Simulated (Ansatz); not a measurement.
# Cu3GeS4 (element-swapped structure): how the settings move a single-point run, part 1 of 2

Aim: see which settings change the result for Cu3GeS4 (element-swapped structure), by how much, and at what cost.

Computed with Ansatz 0.2.0 (reference: DFT PBE, plane waves, PAW, scalar-relativistic, no spin polarisation, unless a step's input says otherwise).

## 1. The structure to begin with

The structure is cubic, space group P-43m (No. 215). Conventional cell: a = 5.375 Å, b = 5.375 Å, c = 5.375 Å, α = 90.00°, β = 90.00°, γ = 90.00°. Ge (site symmetry -43m) is surrounded by 4 S at 2.19 Å. Cu (site symmetry -42m) is surrounded by 4 S at 2.28 Å. S (site symmetry 3m) is surrounded by 1 Ge at 2.19 Å and 3 Cu at 2.28 Å.

Structure file:

```
Ge Cu S
1.0
     5.37526    0.00000    0.00000
     0.00000    5.37526    0.00000
     0.00000    0.00000    5.37526
Ge Cu S
1 3 4
Direct
  0.00000 0.00000 0.00000
  0.50000 0.00000 0.00000
  0.00000 0.50000 0.00000
  0.00000 0.00000 0.50000
  0.23500 0.23500 0.23500
  0.23500 0.76500 0.76500
  0.76500 0.76500 0.23500
  0.76500 0.23500 0.76500
```

## 2. The reference run

Input file input.yaml:

```yaml
crystal:
  lattice:
    - [5.375262, 0.0, 0.0]
    - [0.0, 5.375262, 0.0]
    - [0.0, 0.0, 5.375262]
  atoms:
    - { symbol: Ge, position: [0.0, 0.0, 0.0] }
    - { symbol: Cu, position: [0.5, 0.0, 0.0] }
    - { symbol: Cu, position: [0.0, 0.5, 0.0] }
    - { symbol: Cu, position: [0.0, 0.0, 0.5] }
    - { symbol: S, position: [0.235, 0.235, 0.235] }
    - { symbol: S, position: [0.235, 0.765, 0.765] }
    - { symbol: S, position: [0.765, 0.765, 0.235] }
    - { symbol: S, position: [0.765, 0.235, 0.765] }
  symmetry: { tolerance: 0.0003 }
kpoints:
  mp_grid: { grid: [4, 4, 4], shift: [0, 0, 0] }
magnetization:
  spin_polarized: false
scf:
  occupations: { method: fermi_dirac }
hamiltonian:
  pseudopotentials: { kind: paw }
  xc: pbe
basis:
  ecutwfc: 420
output:
  forces: true
  stress: true
  eigenvalues: true
  write_density: true
  write_potential: true
  elf: true
  volumetric_format: npy
```

On the command line:

```sh
$ ansatz run input.yaml --threads 1 --pin off --max-ram 2560MiB --backend cpu --events-out ev --progress --plain --runs-dir out
```

Log, shortened:

```text
Warning: RAYON_NUM_THREADS=1 ignored (pool sized by the plan → 1); use --threads N
[...]
Pseudopotentials: kind: paw
Pseudopotential: Ge, paw, valence charge 14, recommended cutoff 420 eV (normal), Ge.paw.azcp
Pseudopotential: Cu, paw, valence charge 19, recommended cutoff 420 eV (normal), Cu.paw.azcp
Pseudopotential: S, paw, valence charge 6, recommended cutoff 420 eV (normal), S.paw.azcp
Functional definition: PBE
[...]
Crystal: 8 atoms, lattice volume = 155.310 Å³
Basis set: ecut = 420 eV, 2969 PW (Γ), exchange–correlation on 72×72×72 points (8 copies of the dense FFT grid, shifted against one another)
Bands: 57, of which v1, the nominal top of the filled ones, is band 48 counted from 1 (47 counted from 0)
Symmetry: 24 space group operations
Space group: P-43m (ITA 215), of the structure as read, at distance tolerance 1.6e-3 Å
k-points: 10 of 64 (time reversal used)
[...]
SCF iter   1: F=—  HF=-27779.479073 eV  |F-HF|=—  |Δ(HF+E_count)|=         —  Δρ=3.48e-3  dr2=1.31e-2  ethr=1.77e-3  ⟨swp⟩=7.2  Hψ=2281  notcnv=0  defer=1
[...]
SCF iter   8: F=-27779.476862 eV  HF=-27779.476862 eV  |F-HF|=3.64e-11  |Δ(HF+E_count)|=   1.46e-7  Δρ=2.93e-6  dr2=7.43e-9  ethr=1.05e-10  ⟨swp⟩=13.3  Hψ=4142  notcnv=0
[...]
SCF converged after 8 iterations
Free energy (F): -27779.476862 eV
[...]
E sigma→0 (E₀):  -27779.404338 eV
Entropy (-TS):   -0.145048 eV (-18.131 meV/atom)
Fermi energy:    7.498510 eV
[...]
--- Forces (eV/Å), atoms counted from 1 ---
  atom   1  Ge    -0.00000000    -0.00000000    -0.00000000
  atom   2  Cu     0.00000000    -0.00000000    -0.00000000
  atom   3  Cu    -0.00000000    -0.00000000     0.00000000
  atom   4  Cu     0.00000000     0.00000000     0.00000000
  atom   5  S      0.81274927     0.81274927     0.81274927
  atom   6  S      0.81274927    -0.81274927    -0.81274927
  atom   7  S     -0.81274927    -0.81274927     0.81274927
  atom   8  S     -0.81274927     0.81274927    -0.81274927
[...]
--- Stress (GPa, compression-positive) ---
        9.231180       0.000000      -0.000000
       -0.000000       9.231180       0.000000
       -0.000000       0.000000       9.231180
  P = ⅓ Tr σ = 9.2312 GPa (92.312 kbar)
--- Band table (eV; the first three rows and the last of 10) ---
[...]
```

Wall time 6.8 s (1 thread of an x86-64 CPU, shared host); peak memory 0.43 GiB.

## 3. Changed: scf.algorithm density_mixing, hubbard.sites [{species: Cu, l: d, u_eff: 4.0}], hubbard.double_counting fll

input.yaml, as its differences from that of step 2:

```diff
@@ -21,2 +21,3 @@
   occupations: { method: fermi_dirac }
+  algorithm: density_mixing
 hamiltonian:
@@ -24,2 +25,3 @@
   xc: pbe
+  hubbard: { sites: [{ species: Cu, l: d, u_eff: 4.0 }], double_counting: fll }
 basis:
@@ -30,5 +32 @@
   eigenvalues: true
-  write_density: true
-  write_potential: true
-  elf: true
-  volumetric_format: npy
```

On the command line:

```sh
$ ansatz run input.yaml --threads 1 --pin off --max-ram 2560MiB --backend cpu --events-out ev --progress --plain --runs-dir out
```

Log, shortened:

```text
Warning: RAYON_NUM_THREADS=1 ignored (pool sized by the plan → 1); use --threads N
Ge: projections on atomic orbitals take those of the free atom [Ar] 3d10 4s2 4p2, of charge +0.00 (hamiltonian.pseudopotentials.projection_atoms); the dataset's partial waves leave at most 1.2e-6 of an orbital's norm unspanned inside its sphere
Cu: projections on atomic orbitals take those of the free atom [Ne] 3s2 3p6 3d10 4s1, of charge +0.00 (hamiltonian.pseudopotentials.projection_atoms); the dataset's partial waves leave at most 2.0e-6 of an orbital's norm unspanned inside its sphere
S: projections on atomic orbitals take those of the free atom [Ne] 3s2 3p4, of charge +0.00 (hamiltonian.pseudopotentials.projection_atoms); the dataset's partial waves leave at most 1.6e-7 of an orbital's norm unspanned inside its sphere
[...]
Pseudopotentials: kind: paw
[...]
SCF converged after 10 iterations
Free energy (F): -27778.042828 eV
[...]
E sigma→0 (E₀):  -27777.973725 eV
Entropy (-TS):   -0.138207 eV (-17.276 meV/atom)
Fermi energy:    7.020537 eV
[...]
--- Forces (eV/Å), atoms counted from 1 ---
  atom   1  Ge    -0.00000000     0.00000000     0.00000000
  atom   2  Cu     0.00000000     0.00000000    -0.00000000
  atom   3  Cu     0.00000000    -0.00000000     0.00000000
  atom   4  Cu     0.00000000    -0.00000000    -0.00000000
  atom   5  S      0.79492967     0.79492967     0.79492967
  atom   6  S      0.79492967    -0.79492967    -0.79492967
  atom   7  S     -0.79492967    -0.79492967     0.79492967
  atom   8  S     -0.79492967     0.79492967    -0.79492967
[...]
--- Stress (GPa, compression-positive) ---
       10.012025       0.000000       0.000000
        0.000000      10.012025       0.000000
       -0.000000       0.000000      10.012025
  P = ⅓ Tr σ = 10.0120 GPa (100.120 kbar)
--- Band table (eV; the first three rows and the last of 10) ---
[...]
Occupation matrices written to <dir>
```

It took 8.3 s on 1 thread of an x86-64 CPU, shared host; peak memory 0.47 GiB.

Changing the solver and Hubbard U moves the energy by +179.3 meV/atom, and the pressure goes from 9.2 to 10.0 GPa and the largest force goes from 1.41 to 1.38 eV/Å. The U term adds an energy of its own, so the shift says nothing about which run is better.

## 4. Variant: eigensolver.kind davidson, mixing.algorithm broyden, mixing.beta 0.9, mixing.ndim 16, basis.precision f64

input.yaml, as its differences from that of step 2:

```diff
@@ -21,2 +21,4 @@
   occupations: { method: fermi_dirac }
+  eigensolver: { kind: davidson }
+  mixing: { algorithm: broyden, beta: 0.9, ndim: 16 }
 hamiltonian:
@@ -26,2 +28,3 @@
   ecutwfc: 420
+  precision: f64
 output:
@@ -30,5 +33 @@
   eigenvalues: true
-  write_density: true
-  write_potential: true
-  elf: true
-  volumetric_format: npy
```

On the command line:

```sh
$ ansatz run input.yaml --threads 1 --pin off --max-ram 2560MiB --backend cpu --events-out ev --progress --plain --runs-dir out
```

Log, shortened:

```text
Warning: RAYON_NUM_THREADS=1 ignored (pool sized by the plan → 1); use --threads N
[...]
Pseudopotentials: kind: paw
Pseudopotential: Ge, paw, valence charge 14, recommended cutoff 420 eV (normal), Ge.paw.azcp
Pseudopotential: Cu, paw, valence charge 19, recommended cutoff 420 eV (normal), Cu.paw.azcp
Pseudopotential: S, paw, valence charge 6, recommended cutoff 420 eV (normal), S.paw.azcp
Functional definition: PBE
[...]
Crystal: 8 atoms, lattice volume = 155.310 Å³
Basis set: ecut = 420 eV, 2969 PW (Γ), exchange–correlation on 72×72×72 points (8 copies of the dense FFT grid, shifted against one another)
Bands: 57, of which v1, the nominal top of the filled ones, is band 48 counted from 1 (47 counted from 0)
Symmetry: 24 space group operations
Space group: P-43m (ITA 215), of the structure as read, at distance tolerance 1.6e-3 Å
k-points: 10 of 64 (time reversal used)
[...]
Free energy (F): -27779.476862 eV
[...]
E sigma→0 (E₀):  -27779.404338 eV
Entropy (-TS):   -0.145048 eV (-18.131 meV/atom)
Fermi energy:    7.498537 eV
[...]
--- Forces (eV/Å), atoms counted from 1 ---
  atom   1  Ge    -0.00000000     0.00000000    -0.00000000
  atom   2  Cu     0.00000000    -0.00000000    -0.00000000
  atom   3  Cu    -0.00000000    -0.00000000     0.00000000
  atom   4  Cu     0.00000000    -0.00000000     0.00000000
  atom   5  S      0.81275165     0.81275165     0.81275165
  atom   6  S      0.81275165    -0.81275165    -0.81275165
  atom   7  S     -0.81275165    -0.81275165     0.81275165
  atom   8  S     -0.81275165     0.81275165    -0.81275165
[...]
--- Stress (GPa, compression-positive) ---
        9.231120      -0.000000      -0.000000
       -0.000000       9.231120       0.000000
        0.000000       0.000000       9.231120
  P = ⅓ Tr σ = 9.2311 GPa (92.311 kbar)
--- Band table (eV; the first three rows and the last of 10) ---
[...]
```

Run time: 11 s. Hardware: 1 thread of an x86-64 CPU, shared host; peak memory 0.43 GiB.

With the changed solver, mixing and arithmetic precision the energy agrees within 0.5 meV/atom.

## 5. Variant: starting moments, spin_polarized true, preconditioner local_kerker

Input file input.yaml:

```yaml
crystal:
  lattice:
    - [5.375262, 0.0, 0.0]
    - [0.0, 5.375262, 0.0]
    - [0.0, 0.0, 5.375262]
  atoms:
    - { symbol: Ge, position: [0.0, 0.0, 0.0], spin: 2.0 }
    - { symbol: Cu, position: [0.5, 0.0, 0.0], spin: 3.0 }
    - { symbol: Cu, position: [0.0, 0.5, 0.0], spin: 1.0 }
    - { symbol: Cu, position: [0.0, 0.0, 0.5], spin: 3.0 }
    - { symbol: S, position: [0.235, 0.235, 0.235], spin: 2.0 }
    - { symbol: S, position: [0.235, 0.765, 0.765], spin: 1.0 }
    - { symbol: S, position: [0.765, 0.765, 0.235], spin: 1.0 }
    - { symbol: S, position: [0.765, 0.235, 0.765], spin: 2.0 }
  symmetry: { tolerance: 0.0003 }
kpoints:
  mp_grid: { grid: [4, 4, 4], shift: [0, 0, 0] }
magnetization:
  spin_polarized: true
scf:
  occupations: { method: fermi_dirac }
  mixing: { preconditioner: local_kerker }
hamiltonian:
  pseudopotentials: { kind: paw }
  xc: pbe
basis:
  ecutwfc: 420
output:
  forces: true
  stress: true
  eigenvalues: true
```

On the command line:

```sh
$ ansatz run input.yaml --threads 1 --pin off --max-ram 2560MiB --backend cpu --events-out ev --progress --plain --runs-dir out
```

Log, shortened:

```text
Warning: RAYON_NUM_THREADS=1 ignored (pool sized by the plan → 1); use --threads N
[...]
Pseudopotentials: kind: paw
Pseudopotential: Ge, paw, valence charge 14, recommended cutoff 420 eV (normal), Ge.paw.azcp
Pseudopotential: Cu, paw, valence charge 19, recommended cutoff 420 eV (normal), Cu.paw.azcp
Pseudopotential: S, paw, valence charge 6, recommended cutoff 420 eV (normal), S.paw.azcp
Functional definition: PBE
[...]
Crystal: 8 atoms, lattice volume = 155.310 Å³
Basis set: ecut = 420 eV, 2969 PW (Γ), exchange–correlation on 72×72×72 points (8 copies of the dense FFT grid, shifted against one another)
Bands: 66, of which v1, the nominal top of the filled ones, is band 48 counted from 1 (47 counted from 0)
Symmetry: 4 space group operations
Space group: Cmm2 (ITA 35), of the structure as read, at distance tolerance 1.6e-3 Å
Magnetic group: BNS 35.165 (UNI 263), of the structure as read, at distance tolerance 1.6e-3 Å
k-points: 21 of 64 (time reversal used)
[...]
Starting moments: Σ|m| = 15 μB on 8 of 8 sites
[...]
WARN: the starting moments were not kept: the SCF closed with an absolute magnetisation of 1.3e-5 μB, where they sum to 15 μB in size (8 sites). That is at most 0.1 of that sum. Measured as dr2_m measures the in/out step, that magnetisation stands 3.7e-11 eV from none, at or under the [...]
SCF converged after 18 iterations
Magnetization: -0.0000 μB (47.5000 up, 47.5000 down)
Absolute magnetization: 0.0000 μB (∫|ρ↑−ρ↓|, with the PAW one-centre terms)
Spin contamination: 0.0000 ħ² per cell (⟨S²⟩ above its minimum at these occupations)
[...]
Free energy (F): -27779.476862 eV
[...]
E sigma→0 (E₀):  -27779.404338 eV
Entropy (-TS):   -0.145048 eV (-18.131 meV/atom)
Fermi energy:    7.498517 eV
[...]
--- Forces (eV/Å), atoms counted from 1 ---
  atom   1  Ge    -0.00000000     0.00000011    -0.00000000
  atom   2  Cu     0.00000000     0.00000043     0.00000000
  atom   3  Cu    -0.00000000    -0.00000041     0.00000000
  atom   4  Cu    -0.00000000     0.00000043     0.00000000
  atom   5  S      0.81275419     0.81275755     0.81275419
  atom   6  S      0.81275407    -0.81275722    -0.81275407
  atom   7  S     -0.81275407    -0.81275722     0.81275407
  atom   8  S     -0.81275419     0.81275755    -0.81275419
[...]
--- Stress (GPa, compression-positive) ---
        9.231234      -0.000000       0.000000
       -0.000000       9.231220       0.000000
        0.000000       0.000000       9.231234
  P = ⅓ Tr σ = 9.2312 GPa (92.312 kbar)
--- Band table (eV; the first three rows and the last of 42) ---
[...]
```

Wall time 44 s (1 thread of an x86-64 CPU, shared host); peak memory 0.64 GiB.

With the changed spin polarisation and mixing the energy stays within 0.5 meV/atom: no moment survives, so both runs end on the same non-magnetic state.

(Continued in part 2 of 2.)
